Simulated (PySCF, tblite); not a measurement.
# C₃HBrO: excited states

What do calculations give for the excited states of C₃HBrO (`O=c1cc1Br`)?

Computed with tblite 0.8.0 and PySCF 2.14.0 and routines of our own; the level stands in each step. Atoms count from 0.

### 1 The system as given

6 atoms, charge 0, multiplicity 1; geometry from: force field or distance geometry start.

### 2 Optimising the geometry with GFN2-xTB

The job: settings as JSON, then the geometry in Å.

```
{"job": {"kind": "relax", "xc": "GFN2-xTB", "basis": "xTB"}, "charge": 0, "multiplicity": 1}
O     -1.207700     1.642700     0.563800
C     -0.542300     0.644200     0.221700
C     -0.503900    -0.710300    -0.068800
C      0.656100     0.039300    -0.104600
Br     2.557700     0.073700    -0.384900
H     -0.956700    -1.687600    -0.222500
```

Command:

```sh
$ OMP_NUM_THREADS=1 python excited_run.py task.json out
```

One launch serves the whole session: the jobs run in the order shown.

What it wrote:

```text
step      E/eV     max force
  0    -407.04268    8.031
  1    -406.45828   17.935
  2    -407.34485    1.564
  3    -407.36804    0.647
  4    -407.38389    0.709
  5    -407.38917    0.427
  6    -407.39278    0.158
  7    -407.39428    0.262
  8    -407.39915    0.404
  9    -407.40172    0.279
 10    -407.40316    0.121
 11    -407.40370    0.080
 12    -407.40406    0.093
 13    -407.40431    0.066
 14    -407.40447    0.041
 15    -407.40457    0.034
 16    -407.40465    0.044
 17    -407.40472    0.032
 18    -407.40475    0.017
 19    -407.40477    0.012
 20    -407.40478    0.008
```

Wall time 0.06 s (1 thread of INTEL XEON PLATINUM 8581C at 2.10GHz, shared host).

Along the way: (the energy doesn't fall at every step)

```tsv
step	energy from step 0 (eV)	largest force (eV/Å)
0	0.0000	8.0308
1	0.5844	17.9348
2	-0.3022	1.5643
3	-0.3254	0.6471
4	-0.3412	0.7090
5	-0.3465	0.4274
6	-0.3501	0.1585
7	-0.3516	0.2623
8	-0.3565	0.4040
9	-0.3590	0.2793
10	-0.3605	0.1207
11	-0.3610	0.0803
12	-0.3614	0.0933
13	-0.3616	0.0665
14	-0.3618	0.0415
15	-0.3619	0.0344
16	-0.3620	0.0444
17	-0.3620	0.0322
18	-0.3621	0.0169
19	-0.3621	0.0117
20	-0.3621	0.0082
```

Distances of close pairs at the start and the end, largest changes first:

```tsv
bond	before (Å)	after (Å)	change (Å)
C3–Br4	1.922	1.850	-0.073
O0–C1	1.248	1.184	-0.064
C1–C3	1.381	1.443	+0.062
C1–C2	1.386	1.433	+0.047
C2–C3	1.382	1.352	-0.030
C2–H5	1.088	1.068	-0.020
```

The final coordinates are the input of the step that follows.

### 3 Infrared spectrum with GFN2-xTB

The job: settings as JSON, then the geometry in Å.

```
{"job": {"kind": "ir", "xc": "GFN2-xTB", "basis": "xTB"}, "charge": 0, "multiplicity": 1}
O     -1.217984     1.643200     0.559074
C     -0.594642     0.686291     0.247773
C     -0.457658    -0.701322    -0.081630
C      0.659847     0.059089    -0.091566
Br     2.482850    -0.010639    -0.396203
H     -0.869290    -1.674628    -0.232724
```

What it wrote:

```text
mode    cm-1     km/mol
  1     183.1      4.13
  2     245.8      0.40
  3     394.1      0.78
  4     519.9     33.51
  5     531.0      9.06
  6     745.3     43.55
  7     810.3      3.90
  8     995.1      3.96
  9    1022.3     47.31
 10    1588.9    259.61
 11    2088.0    878.94
 12    3171.8      1.24
```

Wall time 0.08 s (1 thread of INTEL XEON PLATINUM 8581C at 2.10GHz, shared host).

Which atoms move in the most intense modes:

```tsv
cm⁻¹	km/mol	atoms
183	4.1	O0 43 %, C3 24 %, Br4 15 %, C2 10 %
520	33.5	C1 64 %, O0 19 %
531	9.1	C1 68 %, C3 16 %, O0 12 %
745	43.5	H5 68 %, C2 25 %
995	4.0	C3 59 %, O0 23 %
1022	47.3	C2 50 %, H5 31 %, O0 10 %
1589	259.6	C3 49 %, C2 39 %
2088	878.9	C1 68 %, O0 23 %
```

### 4 Excited states: TDA wB97X-D/def2-SVPD

Settings changed since step 3:

```diff
@@ -1,2 +1,2 @@
-{"job": {"kind": "ir", "xc": "GFN2-xTB", "basis": "xTB"}, "charge": 0, "multiplicity": 1}
+{"job": {"kind": "states", "xc": "wB97X-D", "basis": "def2-SVPD", "tda": true, "soc": true, "nstates": 8, "ntriplets": 6, "nquad": 4}, "charge": 0, "multiplicity": 1}
 O     -1.217984     1.643200     0.559074
```

With the program's defaults for keys left out, this is: TDA wB97X-D/def2-SVPD excited states, vertical, gas phase, spin-orbit mean-field couplings.

What it wrote:

```text
coarse grid: 30528 points
cycle   1  E = -2763.5951324980  dE =  1.305e-01  |g| = 8.242e-01  |ddm| = 4.024e+00
cycle   2  E = -2763.3381861951  dE =  2.569e-01  |g| = 1.452e+00  |ddm| = 2.715e+00
cycle   3  E = -2763.7486910330  dE = -4.105e-01  |g| = 4.706e-02  |ddm| = 1.627e+00
cycle   4  E = -2763.7493898493  dE = -6.988e-04  |g| = 1.967e-02  |ddm| = 1.357e-01
cycle   5  E = -2763.7495150015  dE = -1.252e-04  |g| = 6.693e-03  |ddm| = 6.236e-02
cycle   6  E = -2763.7495392253  dE = -2.422e-05  |g| = 2.695e-03  |ddm| = 2.701e-02
cycle   7  E = -2763.7495436491  dE = -4.424e-06  |g| = 8.932e-04  |ddm| = 1.341e-02
final grid: 63280 points
cycle   8  E = -2763.7493908882  dE = -1.125e-06  |g| = 9.049e-04  |ddm| = 1.341e-02
cycle   9  E = -2763.7493910134  dE = -1.252e-07  |g| = 6.942e-04  |ddm| = 2.859e-03
cycle  10  E = -2763.7493910851  dE = -7.173e-08  |g| = 1.307e-04  |ddm| = 1.118e-03
cycle  11  E = -2763.7493910952  dE = -1.007e-08  |g| = 8.688e-05  |ddm| = 4.886e-04
cycle  12  E = -2763.7493910995  dE = -4.246e-09  |g| = 1.662e-05  |ddm| = 3.794e-04
cycle  13  E = -2763.7493910997  dE = -2.201e-10  |g| = 7.729e-06  |ddm| = 9.497e-05
converged SCF energy = -2763.7493910997

Singlet excitations
state   eV       nm        f     d(h-e)  d(exc)  Lambda  PR(NTO)  |dmu|/D   mu/D   main configurations
  1   4.6217   268.3   0.00045   1.163   2.683   0.427   1.013    2.598    1.153   H->L 0.98
  2   5.8486   212.0   0.01477   1.325   3.184   0.529   1.578    3.764    2.843   H->L+1 0.67, H-1->L 0.21
  3   5.8599   211.6   0.00027   0.327   2.266   0.471   1.046    0.743    3.000   H->L+3 0.93
  4   6.4058   193.5   0.00015   0.627   2.850   0.486   1.108    2.303    3.059   H-1->L+1 0.85
  5   6.4530   192.1   0.00042   1.186   2.759   0.356   1.123                     H-2->L 0.90
  6   6.5820   188.4   0.12427   0.382   2.657   0.595   2.138                     H-1->L 0.49, H-2->L+1 0.38
  7   7.0997   174.6   0.06953   0.575   3.071   0.414   2.026                     H->L+2 0.43, H-2->L+1 0.28
  8   7.4577   166.2   0.23136   1.240   3.424   0.440   2.193                     H->L+2 0.39, H-2->L+1 0.23, H-1->L 0.15

Triplet excitations (Tamm-Dancoff)
state   eV     d(h-e)  d(exc)  Lambda  PR(NTO)   main configurations
  1   4.1611   1.138   2.611   0.427   1.007   H->L 0.97
  2   4.6639   0.447   2.411   0.653   1.027   H-1->L 0.89
  3   5.2437   1.302   3.059   0.493   1.029   H->L+1 0.77, H-2->L+1 0.13
  4   5.4887   0.336   2.222   0.470   1.028   H->L+3 0.93
  5   5.8311   0.375   2.655   0.488   1.048   H-1->L+1 0.80, H-3->L+1 0.10
  6   6.2630   1.142   2.699   0.357   1.052   H-2->L 0.90
S1 - T1 = 0.4606 eV

Spin-orbit couplings |<S|Hso|T>| (cm-1)
             T1       T2       T3       T4       T5       T6
S0      133.669   25.875  597.313   19.004  872.242  378.073
S1        5.007  173.924  172.379   15.433   34.686  330.848
S2      257.407    7.663   34.189  107.625  463.894  345.250
S3       46.614   49.784   58.409   14.190   60.193   47.483
S4       57.649  155.194  593.409    4.624   10.266   97.496
S5      313.189  424.386   74.216   20.356   13.177   26.129
S6      168.152    9.194  189.946   13.090  691.560  418.711
S7       53.586   10.198  216.871   39.047  447.725  195.862
S8       70.185   10.185  217.194   49.470  343.932  259.090
T1 sublevels (cm-1): 0.000 0.467 3.428   radiative rates (1/s): 1.29e+03 9.42e+03 1.3e+04
```

Wall time 12 s (1 thread of INTEL XEON PLATINUM 8581C at 2.10GHz, shared host); peak memory 0.54 GiB.

Key values:

```tsv
quantity	value
S1 less T1	0.46 eV
```

### 5 Excited states: TDDFT CAM-B3LYP/def2-SVPD

The job: settings as JSON, then the geometry in Å.

```
{"job": {"kind": "states", "xc": "CAM-B3LYP", "basis": "def2-SVPD", "tpa": true, "nstates": 6, "nquad": 5, "ntriplets": 0}, "charge": 0, "multiplicity": 1}
O     -1.217984     1.643200     0.559074
C     -0.594642     0.686291     0.247773
C     -0.457658    -0.701322    -0.081630
C      0.659847     0.059089    -0.091566
Br     2.482850    -0.010639    -0.396203
H     -0.869290    -1.674628    -0.232724
```

Level: TDDFT CAM-B3LYP/def2-SVPD excited states, vertical, gas phase, two-photon moments by quadratic response.

What it wrote:

```text
coarse grid: 30528 points
cycle   1  E = -2763.6499248863  dE =  1.118e-01  |g| = 8.161e-01  |ddm| = 3.920e+00
cycle   2  E = -2763.2953867916  dE =  3.545e-01  |g| = 1.594e+00  |ddm| = 2.585e+00
cycle   3  E = -2763.7955054036  dE = -5.001e-01  |g| = 5.250e-02  |ddm| = 1.718e+00
cycle   4  E = -2763.7961640614  dE = -6.587e-04  |g| = 2.233e-02  |ddm| = 1.185e-01
cycle   5  E = -2763.7962766561  dE = -1.126e-04  |g| = 7.912e-03  |ddm| = 5.395e-02
cycle   6  E = -2763.7962953641  dE = -1.871e-05  |g| = 4.250e-03  |ddm| = 2.014e-02
cycle   7  E = -2763.7963017029  dE = -6.339e-06  |g| = 1.087e-03  |ddm| = 1.160e-02
final grid: 63280 points
cycle   8  E = -2763.7962886708  dE = -3.331e-07  |g| = 1.182e-03  |ddm| = 5.049e-03
cycle   9  E = -2763.7962884741  dE =  1.967e-07  |g| = 1.573e-03  |ddm| = 3.566e-03
cycle  10  E = -2763.7962890464  dE = -5.723e-07  |g| = 1.229e-04  |ddm| = 2.070e-03
cycle  11  E = -2763.7962890535  dE = -7.113e-09  |g| = 5.587e-05  |ddm| = 3.557e-04
cycle  12  E = -2763.7962890558  dE = -2.336e-09  |g| = 3.880e-05  |ddm| = 3.348e-04
cycle  13  E = -2763.7962890562  dE = -3.197e-10  |g| = 6.377e-06  |ddm| = 5.045e-05
converged SCF energy = -2763.7962890562

Singlet excitations
state   eV       nm        f     d(h-e)  d(exc)  Lambda  PR(NTO)  |dmu|/D   mu/D   delta(TPA)   sigma/GM   main configurations
  1   4.6024   269.4   0.00011   1.155   2.700   0.426   1.016    2.609    1.173        0.09      0.001   H->L 0.98
  2   5.7625   215.2   0.01543   1.397   3.264   0.519   1.554    4.008    3.013      227.95      2.773   H->L+1 0.69, H-1->L 0.20
  3   5.7899   214.1   0.00007   0.324   2.262   0.462   1.037    0.749    3.042        0.43      0.005   H->L+3 0.92
  4   6.2919   197.1   0.00008   0.747   2.914   0.482   1.051    2.585    3.169        1.91      0.028   H-1->L+1 0.87
  5   6.3993   193.7   0.12515   0.444   2.723   0.595   2.108    1.122    2.842       11.36      0.170   H-1->L 0.61, H-2->L+1 0.25
  6   6.4305   192.8   0.00062   1.252   2.776   0.349   1.062                                            H-2->L 0.92
```

Run time: 12 s. Hardware: 1 thread of INTEL XEON PLATINUM 8581C at 2.10GHz, shared host; peak memory 0.55 GiB.

### 6 Summary of results

```
                                  quantity                  value
 strongest single infrared mode (GFN2-xTB)  2088 cm⁻¹, 879 km/mol
              zero-point energy (GFN2-xTB)          17.6 kcal/mol
S1 less T1 (step 4, TDA wB97X-D/def2-SVPD)                0.46 eV
```

What this shows: No mode is imaginary among the 12: a minimum at this level. The strongest single mode, at 2088 cm⁻¹, moves mainly C1. Unscaled tight-binding wavenumbers are off by several per cent, some by more. Its intensities can rank the bands wrongly. Scalar relativity is left out for the heavy atoms. In step 4, the number of triplets below S1 is 1, and the largest singlet-triplet spin-orbit coupling is S0–T5, 872.24 cm⁻¹. Steps that list no spin-orbit terms leave them out, which matters at and beside the heavy atoms.
